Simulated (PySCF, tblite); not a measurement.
# C₅H₉GeN₃O: geometry, infrared bands and NMR shifts

What infrared bands and NMR shifts should C₅H₉GeN₃O (`CC(=O)c1nn[n]([GeH3])c1C`) show?

Programs: tblite 0.8.0 and PySCF 2.14.0, with density-fitted response routines of our own. Each step states its level of theory. These are calculated values for one molecule in the gas phase, unless marked as measured. Atoms count from 0, in the outputs and in this text.

**1. The starting structure**

19 atoms, charge 0, multiplicity 1; geometry from: force field or distance geometry start.

Bonds of the start (Å): C0–C1 1.52, C1–O2 1.26, C1–C3 1.46, C3–N4 1.37, N4–N5 1.32, N5–N6 1.34, N6–Ge7 1.87, N6–C8 1.35, C8–C9 1.48, C8–C3 1.37, C0–H10 1.10, C0–H11 1.12, C0–H12 1.07, Ge7–H13 1.56, Ge7–H14 1.54, Ge7–H15 1.57, C9–H16 1.13, C9–H17 1.10, C9–H18 1.10.

**2. Geometry optimisation with GFN2-xTB**

The job: settings as JSON, then the geometry in Å.

```
{"job": {"kind": "relax", "xc": "GFN2-xTB", "basis": "xTB"}, "charge": 0, "multiplicity": 1}
C      3.424800     0.218400     0.083900
C      2.063600    -0.078900    -0.525400
O      1.989100    -0.533100    -1.694600
C      0.837200     0.136800     0.244000
N      0.730400     0.596500     1.534600
N     -0.530100     0.664400     1.905700
N     -1.282600     0.242400     0.884600
Ge    -3.143700     0.163300     0.976300
C     -0.464100    -0.095300    -0.130100
C     -0.849600    -0.613700    -1.462200
H      3.445200    -0.352300     1.018400
H      3.410200     1.317300     0.293900
H      4.208300     0.020300    -0.623900
H     -3.709800     1.321100     1.856000
H     -3.586200    -1.175100     1.584900
H     -3.771700     0.401900    -0.437900
H     -0.496800     0.091200    -2.274600
H     -1.938600    -0.742000    -1.571700
H     -0.345400    -1.574000    -1.669400
```

Started as:

```sh
OMP_NUM_THREADS=1 python probes_run.py task.json out
```

This one command runs all jobs of the session in turn.

Output:

```text
step      E/eV     max force
  0    -816.93968    2.802
  1    -817.18085    3.101
  2    -817.27634    0.782
  3    -817.31692    0.513
  4    -817.34638    0.397
  5    -817.36434    0.508
  6    -817.38482    0.438
  7    -817.40126    0.286
  8    -817.41312    0.269
  9    -817.42180    0.327
 10    -817.43240    0.400
 11    -817.44406    0.357
 12    -817.45396    0.215
 13    -817.45909    0.179
 14    -817.46180    0.154
 15    -817.46502    0.156
 16    -817.47022    0.209
 17    -817.47676    0.215
 18    -817.48268    0.182
 19    -817.48753    0.169
 20    -817.49254    0.153
 21    -817.49822    0.165
 22    -817.50431    0.182
 23    -817.51009    0.181
 24    -817.51530    0.199
 25    -817.52015    0.189
 26    -817.52431    0.164
 27    -817.52723    0.140
 28    -817.52926    0.111
 29    -817.53088    0.087
 30    -817.53220    0.082
 31    -817.53311    0.063
 32    -817.53367    0.050
 33    -817.53413    0.047
 34    -817.53464    0.062
 35    -817.53513    0.062
 36    -817.53546    0.041
 37    -817.53566    0.027
 38    -817.53578    0.024
 39    -817.53589    0.023
 40    -817.53599    0.020
 41    -817.53608    0.023
 42    -817.53616    0.020
 43    -817.53625    0.020
 44    -817.53631    0.022
 45    -817.53637    0.022
 46    -817.53645    0.021
 47    -817.53656    0.022
 48    -817.53669    0.024
 49    -817.53681    0.024
 50    -817.53690    0.023
 51    -817.53699    0.021
 52    -817.53710    0.026
 53    -817.53721    0.028
 54    -817.53732    0.034
 55    -817.53744    0.034
 56    -817.53757    0.037
 57    -817.53775    0.052
 58    -817.53795    0.052
 59    -817.53812    0.034
 60    -817.53827    0.037
 61    -817.53846    0.038
 62    -817.53875    0.060
 63    -817.53921    0.077
 64    -817.53980    0.070
 65    -817.54036    0.067
 66    -817.54072    0.055
 67    -817.54099    0.040
 68    -817.54123    0.039
 69    -817.54143    0.057
 70    -817.54172    0.055
 71    -817.54196    0.046
 72    -817.54225    0.043
 73    -817.54248    0.050
 74    -817.54292    0.050
 75    -817.54336    0.048
 76    -817.54386    0.058
 77    -817.54432    0.058
 78    -817.54479    0.061
 79    -817.54534    0.060
 80    -817.54591    0.062
 81    -817.54633    0.092
 82    -817.54693    0.047
 83    -817.54729    0.033
 84    -817.54746    0.027
 85    -817.54766    0.033
 86    -817.54782    0.032
 87    -817.54795    0.025
 88    -817.54804    0.020
 89    -817.54812    0.023
 90    -817.54820    0.024
 91    -817.54830    0.026
 92    -817.54841    0.027
 93    -817.54849    0.021
 94    -817.54854    0.013
 95    -817.54857    0.012
 96    -817.54861    0.022
 97    -817.54868    0.037
 98    -817.54879    0.048
 99    -817.54897    0.054
100    -817.54919    0.040
101    -817.54935    0.026
102    -817.54944    0.024
103    -817.54952    0.022
104    -817.54961    0.023
105    -817.54973    0.024
106    -817.54989    0.028
107    -817.55005    0.031
108    -817.55022    0.034
109    -817.55037    0.033
110    -817.55049    0.020
111    -817.55057    0.015
112    -817.55061    0.017
113    -817.55065    0.012
114    -817.55067    0.010
```

Run time: 0.78 s. Hardware: 1 thread of Arm Neoverse V2, shared host.

Step by step: (not every step is listed)

```tsv
step	energy from step 0 (eV)	largest force (eV/Å)
0	0.0000	2.8021
1	-0.2412	3.1012
2	-0.3367	0.7820
3	-0.3772	0.5130
4	-0.4067	0.3969
5	-0.4247	0.5084
6	-0.4451	0.4378
7	-0.4616	0.2864
8	-0.4734	0.2689
18	-0.5430	0.1819
28	-0.5896	0.1114
38	-0.5961	0.0244
48	-0.5970	0.0242
58	-0.5983	0.0520
68	-0.6016	0.0385
78	-0.6051	0.0609
88	-0.6084	0.0204
98	-0.6091	0.0484
108	-0.6105	0.0345
109	-0.6107	0.0328
110	-0.6108	0.0203
111	-0.6109	0.0152
112	-0.6109	0.0175
113	-0.6110	0.0124
114	-0.6110	0.0097
```

Close pairs (by a distance rule), those that changed most:

```tsv
bond	before (Å)	after (Å)	change (Å)
Ge7–H13	1.560	1.479	-0.081
Ge7–H15	1.566	1.495	-0.071
N4–N5	1.316	1.266	-0.049
C1–O2	1.257	1.213	-0.043
C9–H16	1.132	1.090	-0.042
Ge7–H14	1.535	1.496	-0.040
C0–H11	1.119	1.087	-0.032
C3–C8	1.374	1.394	+0.020
```

The final coordinates are the input of the step that follows.

**3. Infrared spectrum with GFN2-xTB**

The job: settings as JSON, then the geometry in Å.

```
{"job": {"kind": "ir", "xc": "GFN2-xTB", "basis": "xTB"}, "charge": 0, "multiplicity": 1}
C      3.312462     0.308147     0.230517
C      2.098016    -0.104794    -0.551442
O      2.143161    -0.615346    -1.651171
C      0.825575     0.147254     0.125365
N      0.713097     0.740977     1.340935
N     -0.509535     0.807118     1.664636
N     -1.266952     0.261596     0.685161
Ge    -3.083203     0.277093     1.019158
C     -0.461981    -0.166209    -0.306174
C     -0.953193    -0.808709    -1.541581
H      3.340585    -0.249667     1.163861
H      3.238085     1.362578     0.484727
H      4.213121     0.118766    -0.346462
H     -3.154236     0.930908     2.343831
H     -3.540358    -1.146807     1.005909
H     -3.721313     1.043185    -0.094717
H     -0.892054    -0.106729    -2.373381
H     -1.988935    -1.129859    -1.417485
H     -0.322143    -1.660252    -1.789148
```

Output:

```text
mode    cm-1     km/mol
  1     -48.3      0.62
  2      42.6     10.56
  3      61.7      0.06
  4      84.6      0.73
  5      88.7      1.39
  6      99.2      2.01
  7     159.6      5.96
  8     204.0      0.91
  9     255.9     21.81
 10     265.4      3.70
 11     285.3      5.22
 12     447.5      4.84
 13     489.5      0.49
 14     540.1     35.00
 15     565.5     55.20
 16     576.2     70.64
 17     661.6     18.47
 18     664.9     77.50
 19     708.2      1.52
 20     719.0    172.71
 21     738.3    112.26
 22     797.4    104.09
 23     823.7    144.96
 24     975.6     47.24
 25     983.5      0.34
 26     989.0     19.79
 27    1023.0     11.87
 28    1035.0      7.91
 29    1092.9    146.66
 30    1111.2     44.56
 31    1243.1     33.98
 32    1285.7     16.08
 33    1366.6     38.18
 34    1391.1     23.88
 35    1410.2     76.98
 36    1423.1    211.57
 37    1431.4      8.06
 38    1441.1     14.61
 39    1443.1     25.19
 40    1460.7     16.34
 41    1534.6     78.44
 42    1726.9    313.10
 43    2005.9    104.50
 44    2068.4    406.26
 45    2179.1    240.12
 46    2980.2     28.53
 47    3002.4      5.39
 48    3031.3      5.20
 49    3034.1      1.77
 50    3042.5      1.27
 51    3060.3     20.46
```

Wall time 0.7 s (1 thread of Arm Neoverse V2, shared host).

The strongest bands and the atoms that carry them (share of the mass-weighted mode):

```tsv
cm⁻¹	km/mol	atoms
719	172.7	C9 22 %, H15 16 %, H14 15 %, H13 13 %
738	112.3	H13 26 %, C9 17 %, H15 14 %, H14 14 %
824	145.0	H14 50 %, H15 46 %
1093	146.7	N5 38 %, N6 29 %
1423	211.6	C3 35 %, C8 27 %
1727	313.1	C1 62 %, O2 36 %
2068	406.3	H15 53 %, H14 46 %
2179	240.1	H13 93 %
```

**4. Nuclear shieldings: PBE0/pcSseg-1**

Same as in step 3 but for these lines:

```diff
@@ -1,2 +1,2 @@
-{"job": {"kind": "ir", "xc": "GFN2-xTB", "basis": "xTB"}, "charge": 0, "multiplicity": 1}
+{"job": {"kind": "nmr", "xc": "PBE0", "basis": "pcSseg-1"}, "charge": 0, "multiplicity": 1}
 C      3.312462     0.308147     0.230517
```

With the program's defaults for keys left out, this is: GIAO PBE0/pcSseg-1 NMR shielding, non-relativistic, gas phase.

Output:

```text
coarse grid: 76104 points
cycle   1  E = -2511.1943274195  dE =  1.201e+00  |g| = 1.189e+00  |ddm| = 4.387e+00
cycle   2  E = -2510.7318911491  dE =  4.624e-01  |g| = 1.883e+00  |ddm| = 3.365e+00
cycle   3  E = -2511.3482808248  dE = -6.164e-01  |g| = 4.311e-01  |ddm| = 2.841e+00
cycle   4  E = -2511.3806962536  dE = -3.242e-02  |g| = 9.161e-02  |ddm| = 4.258e-01
cycle   5  E = -2511.3814556766  dE = -7.594e-04  |g| = 3.586e-02  |ddm| = 8.535e-02
cycle   6  E = -2511.3816821798  dE = -2.265e-04  |g| = 1.626e-02  |ddm| = 4.215e-02
cycle   7  E = -2511.3817351498  dE = -5.297e-05  |g| = 2.731e-03  |ddm| = 1.575e-02
cycle   8  E = -2511.3817364973  dE = -1.347e-06  |g| = 1.168e-03  |ddm| = 2.863e-03
final grid: 161616 points
cycle   9  E = -2511.3817656278  dE =  5.934e-07  |g| = 2.106e-03  |ddm| = 4.233e-03
cycle  10  E = -2511.3817632067  dE =  2.421e-06  |g| = 4.011e-03  |ddm| = 5.518e-03
cycle  11  E = -2511.3817665773  dE = -3.371e-06  |g| = 3.131e-04  |ddm| = 3.714e-03
cycle  12  E = -2511.3817665982  dE = -2.089e-08  |g| = 4.037e-05  |ddm| = 2.723e-04
cycle  13  E = -2511.3817665985  dE = -3.238e-10  |g| = 1.375e-05  |ddm| = 4.567e-05
converged SCF energy = -2511.3817665985

GIAO shielding tensors (ppm)
atom      isotropic    diamagn.    paramagn.     s11        s22        s33       span
  0 C      155.734     252.207     -96.472    138.484    141.210    187.509     49.024
  1 C      -12.390     244.402    -256.791   -102.193    -33.845     98.869    201.061
  2 O     -292.323     403.727    -696.050   -875.530   -360.455    359.015   1234.544
  3 C       39.239     263.770    -224.531    -18.158     27.897    107.977    126.136
  4 N     -134.336     331.260    -465.596   -391.544   -182.872    171.409    562.953
  5 N     -142.658     317.923    -460.581   -381.965   -134.352     88.343    470.308
  6 N        1.528     340.890    -339.362   -148.486     48.919    104.152    252.638
  7 Ge    1486.584    2756.977   -1270.393   1402.449   1448.621   1608.682    206.233
  8 C       36.299     258.618    -222.319    -32.244      2.698    138.444    170.689
  9 C      172.764     247.989     -75.225    162.016    172.569    183.706     21.690
 10 H       28.595      29.592      -0.998     25.088     28.654     32.042      6.954
 11 H       28.387      29.583      -1.196     24.589     28.755     31.817      7.227
 12 H       29.604      27.306       2.297     26.083     28.052     34.675      8.592
 13 H       26.193      29.161      -2.968     18.498     22.283     37.798     19.301
 14 H       26.632      29.196      -2.565     19.806     22.554     37.535     17.729
 15 H       26.647      29.094      -2.447     19.760     22.590     37.590     17.830
 16 H       28.948      29.642      -0.694     24.939     26.183     35.721     10.782
 17 H       29.328      30.602      -1.274     22.412     31.483     34.088     11.676
 18 H       28.223      30.044      -1.820     22.677     27.206     34.787     12.109
```

Wall time 54 s (1 thread of Arm Neoverse V2, shared host); peak memory 1.1 GiB.

Shifts follow as δ = σ(reference) − σ, with reference shieldings (ppm) from runs at the same level and on the same kind of geometry: ¹H TMS 31.72, ¹³C TMS 186.9, ¹⁵N NH3 267.7, ¹⁷O H2O 336.1, ⁷³Ge GeMe4 1331. The references are single molecules in the gas phase, so shifts against H2O, NH3, PH3, H3PO4 or CFCl3 are not on the usual liquid scales and can be off by tens of ppm. Atoms listed in one row are averaged.

```tsv
atoms	environment	σ (ppm)	δ (ppm)
C1	ketone carbonyl carbon	-12.4	199.3
C8	substituted aromatic carbon next to a ring nitrogen	36.3	150.6
C3	substituted aromatic carbon next to a ring nitrogen	39.2	147.7
C0	methyl carbon α to a carbonyl	155.7	31.2
C9	methyl carbon on an aromatic ring	172.8	14.2
H13, H14, H15	hydrogen on a germanium bonded to N	26.49	5.23
H16, H17, H18	hydrogen on a methyl carbon on an aromatic ring	28.83	2.88
H10, H11, H12	hydrogen on a methyl carbon α to a carbonyl	28.86	2.86
O2	ketone oxygen	-292.3	628.4
N5	pyridine-type nitrogen of an azole	-142.7	410.4
N4	pyridine-type nitrogen of an azole	-134.3	402.1
N6	pyrrole-type ring nitrogen	1.5	266.2
Ge7	germanium bonded to N, 3 H	1487	-156
```

Charges from the same density, by scheme (e):

```tsv
atoms	Mulliken	IAO	Hirshfeld	ESP fit
C0	-0.23	-0.48	-0.13	-0.52
C1	0.22	0.38	0.15	0.53
O2	-0.38	-0.44	-0.24	-0.50
C3	-0.11	-0.05	-0.02	0.25
N4	-0.27	-0.18	-0.12	-0.29
N5	-0.02	-0.12	-0.08	-0.31
N6	-0.73	-0.22	-0.06	0.27
Ge7	0.49	0.64	0.40	0.43
C8	0.21	0.10	0.05	-0.08
C9	-0.10	-0.43	-0.11	-0.62
```

Mayer bond orders: C0–C1 1.04, C1–O2 1.97, C1–C3 0.96, C3–N4 1.29, N4–N5 1.55, N5–N6 1.12, N6–Ge7 0.61, N6–C8 1.08, C8–C9 1.11, C8–C3 1.34.

Ring of atoms C3, N4, N5, N6, C8: NICS(0) -11.2, NICS(1) -12.6, NICS(1)zz -29.8 ppm (means of both faces).

**5. What came out**

| quantity | value |
| --- | --- |
| strongest single infrared mode (GFN2-xTB) | 2068 cm⁻¹, 406 km/mol |
| zero-point energy (GFN2-xTB) | 83.0 kcal/mol |
| ¹³C shifts against TMS (PBE0/pcSseg-1) | 199.3, 150.6, 147.7, 31.2, 14.2 ppm |
| ¹H shifts against TMS (PBE0/pcSseg-1, means over atoms taken as alike) | 5.23, 2.88, 2.86 ppm |
| ¹⁷O shifts against H2O (PBE0/pcSseg-1) | 628.4 ppm |
| ¹⁵N shifts against NH3 (PBE0/pcSseg-1) | 410.4, 402.1, 266.2 ppm |
| ⁷³Ge shifts against GeMe4 (PBE0/pcSseg-1) | -156 ppm |

Relaxing lowered the energy by 0.611 eV in 114 steps; the close pair that moved most is Ge7–H13, from 1.560 to 1.479 Å. The lowest mode is imaginary (48i cm⁻¹), so the xTB geometry is not a minimum. The strongest single mode, at 2068 cm⁻¹, moves mainly H15 and H14. GFN2-xTB is a fitted tight-binding method: band positions and strengths are rough. Its intensities can rank the bands wrongly. The most deshielded carbon is C1 (ketone carbonyl carbon), at 199.3 ppm: the double bond to the heteroatom, with no lone-pair donor beside it, deshields it most. At PBE0/pcSseg-1: The widest tensor belongs to O2: span 1235 ppm, with a paramagnetic part of -696 ppm. NICS(1)zz of -30 ppm above the planar ring from C3 marks a diatropic (aromatic) ring current. Spin-orbit coupling is left out, which matters for shieldings and couplings at and beside the heavy atoms.
